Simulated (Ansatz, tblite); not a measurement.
# (Cl)3Ti-S-SiH3 (Cl₃H₃SSiTi): spin states and exact exchange

Is the singlet the ground state of (Cl)3Ti-S-SiH3 (Cl₃H₃SSiTi)? Other spin states are computed and compared level by level.

The runs use Ansatz 0.2.0, Gaussian basis; as each input shows.

The runs, in order: triplet, at the geometry of the singlet (GFN1-xTB, GFN2-xTB, PBE0-D4/def2-TZVP, PBE-D4/def2-TZVP, r2SCAN-D4/def2-TZVP); the singlet's energies come from earlier runs.

2 further runs of the same task are left out: 2 set aside as unsound or not needed.

## 1. The geometry

The singlet was relaxed beforehand with PBE-D4/def2-SVP.

9 atoms, charge 0, spin multiplicity 1.

Bond lengths: Ti1–Cl2 2.186 Å, Ti1–Cl3 2.189 Å, Ti1–Cl4 2.173 Å, Ti1–S5 2.253 Å, S5–Si6 2.185 Å, Si6–H7 1.501 Å, Si6–H8 1.500 Å, Si6–H9 1.501 Å. Angles: Cl2–Ti1–Cl3 109.9°, Cl2–Ti1–Cl4 111.2°, Cl2–Ti1–S5 109.9°, Cl3–Ti1–Cl4 112.2°, Cl3–Ti1–S5 107.6°, Cl4–Ti1–S5 105.9°, Ti1–S5–Si6 96.5°, S5–Si6–H7 105.8°, S5–Si6–H8 109.1°, S5–Si6–H9 110.5°, H7–Si6–H8 110.9°, H7–Si6–H9 109.9°, H8–Si6–H9 110.6°.

Geometry (Å):

```
atom    x (Å)    y (Å)    z (Å)
 Ti1  -0.1001   1.5324  -0.5014
 Cl2   1.9877   1.5620  -1.1470
 Cl3  -1.3143   0.4451  -1.9620
 Cl4  -0.8428   3.5439  -0.1510
  S5  -0.2782   0.4559   1.4693
 Si6   0.0737  -1.5525   0.6849
  H7   0.7083  -2.3242   1.8053
  H8  -1.2394  -2.1618   0.2923
  H9   1.0052  -1.5008  -0.4904
```

Formally the metal is d0. No spin-orbit coupling is included.

## 2. Triplet at the fixed geometry, GFN1-xTB

Tight binding, by tblite at 300 K electronic temperature and without a spin-polarisation term:

```python
tblite.interface.Calculator('GFN1-xTB', numbers, positions, charge=0, uhf=2).singlepoint()
```

Energy -580.8307 eV; 0.012 s.

## 3. Triplet at the fixed geometry, GFN2-xTB

Tight binding, by tblite at 300 K electronic temperature and without a spin-polarisation term:

```python
tblite.interface.Calculator('GFN2-xTB', numbers, positions, charge=0, uhf=2).singlepoint()
```

Energy -596.5192 eV; 0.012 s.

## 4. Triplet at the fixed geometry, PBE0-D4/def2-TZVP

Contents of in.yaml:

```yaml
crystal:
  periodic: [false, false, false]
  atoms:
    - {symbol: Ti, position_ang: [-0.100145, 1.532376, -0.501380]}
    - {symbol: Cl, position_ang: [1.987689, 1.562029, -1.146994]}
    - {symbol: Cl, position_ang: [-1.314340, 0.445089, -1.962007]}
    - {symbol: Cl, position_ang: [-0.842795, 3.543869, -0.151025]}
    - {symbol: S, position_ang: [-0.278225, 0.455946, 1.469307]}
    - {symbol: Si, position_ang: [0.073674, -1.552481, 0.684877]}
    - {symbol: H, position_ang: [0.708349, -2.324230, 1.805304]}
    - {symbol: H, position_ang: [-1.239387, -2.161751, 0.292328]}
    - {symbol: H, position_ang: [1.005189, -1.500848, -0.490400]}
basis:
  gaussian: {orbitals: def2-TZVP}
magnetization: {spin_polarized: true, initial_magnetization: 2}
hamiltonian: {xc: pbe0, dispersion: d4}
scf: {omitted_lower_state_checks: [starts]}
output: {orbitals: {seedname: orbitals}}
```

Started as:

```
ansatz run in.yaml --threads 4 --pin off --events-out ev --progress --plain --max-ram 4787MiB
```

Log:

```text
Functional definition: PBE0
  name "PBE0"
  cite "Adamo & Barone, J. Chem. Phys. 110, 6158 (1999) doi:10.1063/1.478522"
  cite "Perdew, Burke & Ernzerhof, Phys. Rev. Lett. 77, 3865 (1996) doi:10.1103/PhysRevLett.77.3865"
  parent pbe
  parameter a = 0.25
  parameter kappa = 0.804
  parameter beta = 0.06672455060314922
  exchange = (1 - a)*pbe_x(kappa = kappa, mu = beta*pi^2/3) + a*exact_x
  correlation = pbe_c(beta = beta)
these checks for a lower state are left out or cut short: starts
1941 factors; their error is unknown
mean field evaluation 1: about -79423.2574 eV, gradient 2.5e1 eV
mean field evaluation 2: about -79406.4720 eV, gradient 5.9e1 eV
mean field evaluation 4: about -79426.2047 eV, gradient 2.8e0 eV
mean field evaluation 8: about -79426.2658 eV, gradient 2.1e-1 eV
mean field evaluation 16: about -79426.5597 eV, gradient 3.8e-2 eV
mean field -79426.56203745 eV, -2918.8723176188 hartree, gradient 6.2e-6 eV, S^2 2.008047; 0 other end points of the search recorded, 0 dependent functions left out
reference -79426.56207735 eV, -2918.8723190852 hartree; 54, 52 occupied and 194, 196 virtual orbitals, 1941 factors
Total energy: -79426.93357330 eV, -2918.8859713096 hartree
Checks for a lower state left out: starts
```

Wall time 69 s (4 threads of Arm Neoverse V2, shared host); peak memory 1.5 GiB.

HOMO -5.77 eV, LUMO -6.77 eV (over both spins; with the spin held, an empty level of the minority spin lies below the top filled one); ⟨S²⟩ 2.008 (pure: 2.00).

## 5. Triplet at the fixed geometry, PBE-D4/def2-TZVP

start.molden holds the orbitals of an earlier run on this state, given as this run's starting guess.

Edit in.yaml of step 4 so:

```diff
@@ -13,5 +13,5 @@
 basis:
-  gaussian: {orbitals: def2-TZVP}
+  gaussian: {orbitals: def2-TZVP, initial_orbitals: start.molden}
 magnetization: {spin_polarized: true, initial_magnetization: 2}
-hamiltonian: {xc: pbe0, dispersion: d4}
+hamiltonian: {xc: pbe, dispersion: d4}
 scf: {omitted_lower_state_checks: [starts]}
```

The command is unchanged.

Log:

```text
Functional definition: PBE
  name "PBE"
  cite "Perdew, Burke & Ernzerhof, Phys. Rev. Lett. 77, 3865 (1996) doi:10.1103/PhysRevLett.77.3865"
  parent pbe
  parameter kappa = 0.804
  parameter beta = 0.06672455060314922
  exchange = pbe_x(kappa = kappa, mu = beta*pi^2/3)
  correlation = pbe_c(beta = beta)
these checks for a lower state are left out or cut short: starts
1826 factors; their error is unknown
mean field evaluation 1: about -79421.2888 eV, gradient 1.3e1 eV
mean field evaluation 2: about -79421.6091 eV, gradient 5.5e-1 eV
mean field evaluation 4: about -79421.6128 eV, gradient 2.2e-1 eV
mean field evaluation 8: about -79421.6134 eV, gradient 9.9e-4 eV
mean field -79421.61343649 eV, -2918.6904598878 hartree, gradient 7.4e-6 eV, S^2 2.004198; 0 other end points of the search recorded, 0 dependent functions left out
reference -79421.61348937 eV, -2918.6904618313 hartree; 54, 52 occupied and 194, 196 virtual orbitals, 1826 factors
Total energy: -79422.03710639 eV, -2918.7060294695 hartree
Checks for a lower state left out: starts
```

It took 12 s on 4 threads of Arm Neoverse V2, shared host; peak memory 0.55 GiB.

From the report: HOMO -3.82 eV, LUMO -7.31 eV (over both spins; with the spin held, an empty level of the minority spin lies below the top filled one); ⟨S²⟩ 2.004 (pure: 2.00).

## 6. Triplet at the fixed geometry, r2SCAN-D4/def2-TZVP

Edit in.yaml of step 5 so:

```diff
@@ -15,3 +15,3 @@
 magnetization: {spin_polarized: true, initial_magnetization: 2}
-hamiltonian: {xc: pbe, dispersion: d4}
+hamiltonian: {xc: r2scan, dispersion: d4}
 scf: {omitted_lower_state_checks: [starts]}
```

Same command.

Log, cut to the lines that bear on the results:

```text
Functional definition: r2SCAN
  name "r2SCAN"
  cite "Furness, Kaplan, Ning, Perdew & Sun, J. Phys. Chem. Lett. 11, 8208 (2020) doi:10.1021/acs.jpclett.0c02405"
  cite "Furness, Kaplan, Ning, Perdew & Sun, J. Phys. Chem. Lett. 11, 9248 (2020) doi:10.1021/acs.jpclett.0c03077"
  parent r2scan
[...]
1826 factors; their error is unknown
[...]
mean field -79447.18305625 eV, -2919.6301260823 hartree, gradient 2.9e-6 eV, S^2 2.008858; 0 other end points of the search recorded, 0 dependent functions left out
reference -79447.18307417 eV, -2919.6301267408 hartree; 54, 52 occupied and 194, 196 virtual orbitals, 1826 factors
Total energy: -79447.28394694 eV, -2919.6338337469 hartree
Checks for a lower state left out: starts
```

Wall time 44 s (4 threads of Arm Neoverse V2, shared host); peak memory 1.1 GiB.

From the report: HOMO -4.26 eV, LUMO -7.35 eV (over both spins; with the spin held, an empty level of the minority spin lies below the top filled one); ⟨S²⟩ 2.009 (pure: 2.00).

## 7. Triplet less singlet, vertical

The singlet's energies are those of its earlier runs, whose logs aren't repeated here.

```
              level  triplet less singlet, vertical (eV)     time
           GFN1-xTB                               +2.610  0.023 s
           GFN2-xTB                               +2.549  0.021 s
   PBE-D4/def2-TZVP                               +3.026     15 s
r2SCAN-D4/def2-TZVP                               +2.965     52 s
  PBE0-D4/def2-TZVP                               +2.676     75 s
```

Times add the two runs; a level without a time comes out of a correlated run. Tight binding without a spin term can't rank spin states.

## 8. What came out

| quantity | value |
| --- | --- |
| triplet less singlet, vertical, functionals in def2-TZVP | +2.676 (PBE0-D4) to +3.026 eV (PBE-D4) |

What this shows: All functionals put the triplet above the singlet, over a spread of 0.350 eV. The checks for a lower triplet were left out, so another state of that spin may lie lower. The singlet here is a closed shell; an open-shell singlet can lie lower. These are electronic energies, without zero-point motion, entropy or surroundings.
